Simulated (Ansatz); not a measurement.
**F3HNV: up Jacob's ladder to CCSD(T)**

An exercise on one series of results from a longer session: the logs are not shown, and one member is left open.

Method: functionals in def2-TZVPP, the program's frozen cores in correlated methods; program: Ansatz 0.2.0, Gaussian basis.

The runs, in order: LDA (SPW92), PBE-D4, revPBE-D4, BLYP-D4, r2SCAN-D4, B97M-V, PBE0-D4, B3LYP-D4, r2SCANh-D4, r2SCAN0-D4, HSE06-D4, BHLYP-D4, CAM-B3LYP-D4, LC-ωPBE, ωB97X-V, ωB97M-V, B2PLYP, PBE-QIDH; CCSD(T)/def2-SVP; CCSD(T)/def2-TZVPP; MP2/def2-QZVPP; extrapolation to the limit; RPA on PBE.

## Structure used throughout

The geometry comes from an earlier relaxation with PBE0-D4 in a triple-zeta def2 set; it is a stationary point.

SMILES `[NH]=[V]([F])([F])[F]`, 6 atoms, charge 0, spin multiplicity 1.

Atoms are counted from 1 here; the program's logs count them from 0.

Bond lengths: N1–V2 1.591 Å, N1–H6 1.012 Å, V2–F3 1.724 Å, V2–F4 1.724 Å, V2–F5 1.724 Å. Angles: V2–N1–H6 179.9°, N1–V2–F3 108.2°, N1–V2–F4 108.2°, N1–V2–F5 108.2°, F3–V2–F4 110.7°, F3–V2–F5 110.7°, F4–V2–F5 110.7°.

The first run:

in.yaml reads:

```yaml
crystal:
  periodic: [false, false, false]
  atoms:
    - {symbol: N, position_ang: [-0.589906, 0.677759, 0.712229]}
    - {symbol: V, position_ang: [0.228095, -0.265779, -0.274022]}
    - {symbol: F, position_ang: [0.917536, -1.544881, 0.652886]}
    - {symbol: F, position_ang: [-0.864221, -0.887555, -1.453333]}
    - {symbol: F, position_ang: [1.460889, 0.677886, -1.022520]}
    - {symbol: H, position_ang: [-1.110494, 1.278570, 1.338659]}
basis:
  gaussian: {orbitals: def2-TZVPP}
hamiltonian: {xc: lda}
output: {orbitals: {seedname: orbitals}}
```

Command:

```sh
ansatz run in.yaml --threads 4 --pin off --events-out ev --progress --plain --max-ram 10444MiB
```

Among the steps run: LDA; PBE-D4 (GGA); revPBE-D4 (GGA); BLYP-D4 (GGA); r2SCAN-D4 (meta-GGA); B97M-V (meta-GGA); B3LYP-D4 (hybrid); r2SCANh-D4 (hybrid); r2SCAN0-D4 (hybrid); HSE06-D4 (hybrid); BHLYP-D4 (hybrid); CAM-B3LYP-D4 (range-separated); LC-ωPBE (range-separated); ωB97X-V (range-separated); ωB97M-V (range-separated); B2PLYP (double hybrid); PBE-QIDH (double hybrid).

One of the session's tables, all rows but one given; the rest of the session is left out.

It belongs to the step «Orbital energies across the functionals». 

| functional | HOMO (eV) | LUMO (eV) | gap (eV) |
| --- | --- | --- | --- |
| LDA (SPW92) | -8.23 | -4.45 | 3.78 |
| PBE-D4 | -7.98 | -4.16 | 3.83 |
| revPBE-D4 | -7.89 | -4.05 | 3.85 |
| BLYP-D4 | -7.89 | -4.12 | 3.77 |
| r2SCAN-D4 | -8.34 | -4.20 | 4.14 |
| B97M-V | -8.40 | -4.23 | 4.17 |
| PBE0-D4 | -9.62 | -3.27 | 6.34 |
| B3LYP-D4 | -9.37 | -3.59 | 5.78 |
| r2SCANh-D4 | -8.95 | -3.85 | 5.11 |
| r2SCAN0-D4 | -9.87 | -3.30 | 6.57 |
| HSE06-D4 | -9.21 | -3.66 | 5.54 |
| BHLYP-D4 | -11.13 | -2.28 | 8.85 |
| CAM-B3LYP-D4 | -11.11 | -2.17 | 8.94 |
| LC-ωPBE | -12.46 | -0.88 | 11.57 |
| ωB97X-V | ? | ? | ? |
| ωB97M-V | -12.01 | -0.94 | 11.07 |

Estimate the missing values for ωB97X-V.

**Answer.** HOMO (eV): -12.08; LUMO (eV): -0.93; gap (eV): 11.15. In the column «HOMO (eV)» it lies between LC-ωPBE (-12.46) and ωB97M-V (-12.01).
